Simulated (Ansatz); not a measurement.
**SnH2 + HF: a complex and its separated parts**

Aim: how far the complex at one end of a reaction step lies below its separated, relaxed parts, level by level.

Computed with Ansatz 0.2.0, Gaussian basis. Level: PBE0-D4/def2-TZVP structures, single points in def2-TZVPP, no counterpoise correction.

Levels: SPW92, PBE-D4, BLYP-D4, r2SCAN-D4, B97M-V, PBE0-D4, B3LYP-D4, r2SCAN0-D4, BHLYP-D4, CAM-B3LYP-D4, wB97X-V, wB97M-V, B2PLYP, PBE-QIDH, RPA on PBE, Hartree-Fock, MP2, CCSD, CCSD(T).

Cores are frozen in the correlated methods. Filled d shells of the heavier atoms are correlated. Core potentials replace the inner electrons past krypton, and spin-orbit coupling is left out. B3LYP uses VWN-RPA correlation. B2PLYP carries no dispersion term here.

51 further runs of the same task are left out: 1 that didn't finish, 50 set aside as unsound or not needed.

## 1. Starting geometry

The complex: 5 atoms, charge 0, spin multiplicity 1.

Atoms are counted from 1 here; the program's logs count them from 0.

Bond lengths: Sn1–H4 1.769 Å, Sn1–H5 1.768 Å, F2–H3 0.925 Å. Angles: H4–Sn1–H5 91.5°.

Coordinates:

```xyz
5

Sn    0.1987    1.1729    0.0179
F    -0.0059   -1.3199   -0.6828
H     0.2609   -1.4409   -1.5600
H    -1.4142    1.0010    0.7226
H     0.9604    0.5869    1.5025
```

Its parts: SnH2 holds atoms 1, 4, 5; HF holds atoms 2, 3. Each part counts its atoms afresh in its own runs.

## 2. Relaxing SnH2 alone

relax-a/in.yaml

```yaml
crystal:
  periodic: [false, false, false]
  atoms:
    - {symbol: Sn, position_ang: [0.198724, 1.172882, 0.017875]}
    - {symbol: H, position_ang: [-1.414154, 1.000972, 0.722627]}
    - {symbol: H, position_ang: [0.960435, 0.586864, 1.502452]}
basis:
  gaussian: {orbitals: def2-TZVP}
hamiltonian: {xc: pbe0, dispersion: d4}
relax: {f_tol: 0.005, max_steps: 200}
```

Started as:

```bash
$ ansatz run in.yaml --threads 2 --pin off --events-out ev --progress --plain --max-ram 4352MiB
```

Further steps of the session: Relaxing HF alone; SPW92/def2-TZVPP; PBE-D4/def2-TZVPP; BLYP-D4/def2-TZVPP; r2SCAN-D4/def2-TZVPP; B97M-V/def2-TZVPP; PBE0-D4/def2-TZVPP; B3LYP-D4/def2-TZVPP; r2SCAN0-D4/def2-TZVPP; BHLYP-D4/def2-TZVPP; CAM-B3LYP-D4/def2-TZVPP; wB97X-V/def2-TZVPP; wB97M-V/def2-TZVPP; B2PLYP/def2-TZVPP; PBE-QIDH/def2-TZVPP; RPA on PBE/def2-TZVPP; CCSD(T)/def2-TZVPP; CCSD(T)/def2-QZVPP; Vibrations of SnH2; Vibrations of HF.

Before running it: what results should come out? Wanted: complex less parts, CCSD(T)/def2-TZVPP; with zero-point energy; largest T1 diagnostic.

The runs gave:

| quantity | value |
| --- | --- |
| complex less parts, CCSD(T)/def2-TZVPP | -19.8 kJ/mol |
| with zero-point energy | -12.7 kJ/mol |
| largest T1 diagnostic | 0.015 |

**Reading.** At CCSD(T) the complex lies 19.8 kJ/mol below its parts. The functionals run from B2PLYP, off by -0.9 kJ/mol, to SPW92, off by -21.8 kJ/mol, against CCSD(T). Mean unsigned error by rung: LDA 21.8, GGA 6.2, meta-GGA 9.7, hybrid 5.3, range-separated hybrid 6.8, double hybrid 1.8 kJ/mol. PBE-D4 gives a relative energy 7.9 kJ/mol too low, outside chemical accuracy (1 kcal/mol, 4.2 kJ/mol). No counterpoise was applied, and triple zeta lacks some correlation, so the CCSD(T) reference has a basis error of its own, and close matches with it are partly luck. The restricted Hartree–Fock reference is unstable towards an unrestricted one at one or more of these structures.
